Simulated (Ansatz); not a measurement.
# Cl2H4OSi2: small, medium and large basis sets

One table from this session's results is given with a row withheld; the runs are named, their logs left out.

Computed with Ansatz 0.2.0, Gaussian basis. Level: one geometry, several basis sets.

Levels to be run: PBE0-D4/def2-SVP; ωB97M-V/def2-SVP; PBE0-D4/def2-QZVPP; ωB97M-V/def2-QZVPP; the functionals' def2-TZVPP values are taken from earlier runs.

## The geometry

An earlier PBE0-D4 in a triple-zeta def2 set relaxation fixed the geometry.

SMILES `Cl[SiH2]O[SiH2]Cl`, 9 atoms, charge 0, spin multiplicity 1.

Atoms are counted from 1 here; the program's logs count them from 0.

Bond lengths: Cl1–Si2 2.049 Å, Si2–O3 1.628 Å, Si2–H6 1.477 Å, Si2–H7 1.475 Å, O3–Si4 1.628 Å, Si4–Cl5 2.049 Å, Si4–H8 1.475 Å, Si4–H9 1.477 Å. Angles: Cl1–Si2–O3 109.8°, Cl1–Si2–H6 107.7°, Cl1–Si2–H7 108.3°, O3–Si2–H6 110.3°, O3–Si2–H7 108.0°, H6–Si2–H7 112.7°, Si2–O3–Si4 144.3°, O3–Si4–Cl5 109.8°, O3–Si4–H8 108.0°, O3–Si4–H9 110.3°, Cl5–Si4–H8 108.3°, Cl5–Si4–H9 107.7°, H8–Si4–H9 112.7°.

The first run:

in.yaml

```yaml
crystal:
  periodic: [false, false, false]
  atoms:
    - {symbol: Cl, position_ang: [-1.749619, 1.874969, 0.527497]}
    - {symbol: Si, position_ang: [-0.054961, 0.955993, 1.221384]}
    - {symbol: O, position_ang: [0.171309, -0.451669, 0.434796]}
    - {symbol: Si, position_ang: [0.147947, -1.169180, -1.026729]}
    - {symbol: Cl, position_ang: [1.077453, 0.029417, -2.404154]}
    - {symbol: H, position_ang: [1.081760, 1.866911, 0.979544]}
    - {symbol: H, position_ang: [-0.245978, 0.652633, 2.652377]}
    - {symbol: H, position_ang: [0.904416, -2.431691, -0.926534]}
    - {symbol: H, position_ang: [-1.243928, -1.373785, -1.475280]}
basis:
  gaussian: {orbitals: def2-SVP}
hamiltonian: {xc: pbe0, dispersion: d4}
output: {orbitals: {seedname: orbitals}}
```

Steps of the session up to this table: PBE0-D4 in def2-SVP; ωB97M-V in def2-SVP; PBE0-D4 in def2-QZVPP; ωB97M-V in def2-QZVPP.

One of the session's tables, all rows but one given; the rest of the session is left out.

| functional | basis | HOMO (eV) | LUMO (eV) |
| --- | --- | --- | --- |
| PBE0-D4 | def2-SVP | -8.86 | 0.52 |
| PBE0-D4 | def2-TZVPP | -8.97 | 0.03 |
| PBE0-D4 | def2-QZVPP | ? | ? |
| ωB97M-V | def2-SVP | -11.05 | 2.48 |
| ωB97M-V | def2-TZVPP | -11.21 | 1.79 |
| ωB97M-V | def2-QZVPP | -11.25 | 1.42 |

Estimate the missing values for PBE0-D4, def2-QZVPP.

As computed: HOMO (eV): -9.00; LUMO (eV): -0.13. In the column «HOMO (eV)» it lies between ωB97M-V, def2-SVP (-11.05) and PBE0-D4, def2-TZVPP (-8.97).
